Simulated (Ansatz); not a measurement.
# MgZr2N: the cost of one run

Method: DFT PBE, scalar-relativistic, plane waves, PAW, in Ansatz 0.2.0.

**1. The structure to begin with**

The structure is hexagonal, space group P6/mmm (No. 191). The conventional cell has a = 3.334 Å, b = 3.334 Å, c = 7.840 Å, α = 90.00°, β = 90.00°, γ = 120.00°. Mg (site symmetry 6/mmm) has 2 Zr at 2.08 Å in its first shell of neighbours. Zr (site symmetry 6mm) has 1 N at 1.84 Å and 1 Mg at 2.08 Å in its first shell of neighbours. N (site symmetry 6/mmm) is surrounded by 2 Zr at 1.84 Å.

Coordinates:

```xyz
4
Lattice="3.3345 0.0000 0.0000 -1.6672 2.8877 0.0000 0.0000 0.0000 7.8400" Properties=species:S:1:pos:R:3 pbc="T T T"
Mg    0.0000    0.0000    3.9200
Zr    0.0000    0.0000    5.9983
Zr    0.0000    0.0000    1.8417
N     0.0000    0.0000    0.0000
```

A structure generator made this guess: random cell by space group and Wyckoff sites (P6/mmm, No. 191). Lengths come from tabulated atomic sizes and are only a guess.

**2. Probe: one point on a coarse mesh**

Input file input.yaml:

```yaml
crystal:
  lattice:
    - [3.33445519, 0.0, 0.0]
    - [-1.66722759, 2.8877229, 0.0]
    - [0.0, 0.0, 7.83998277]
  atoms:
    - { symbol: Mg, position: [0.0, 0.0, 0.5] }
    - { symbol: Zr, position: [0.0, 0.0, 0.76508741] }
    - { symbol: Zr, position: [0.0, 0.0, 0.23491259] }
    - { symbol: "N", position: [0.0, 0.0, 0.0] }
basis:
  ecutwfc: 420
kpoints:
  mp_grid: { grid: [6, 6, 2] }
hamiltonian:
  xc: pbe
scf:
  occupations: { method: gaussian, width: 0.1 }
  lower_state_search: "off"
output:
  forces: true
  stress: true
  eigenvalues: true
```

On the command line:

```bash
$ ansatz run input.yaml --threads 1 --pin off --max-ram 2560MiB --backend cpu --events-out ev --progress --plain --runs-dir out
```

What time and memory should one allow on 1 thread of Arm Neoverse V1, shared host?

About 1.8 s, with a peak of 0.33 GiB.
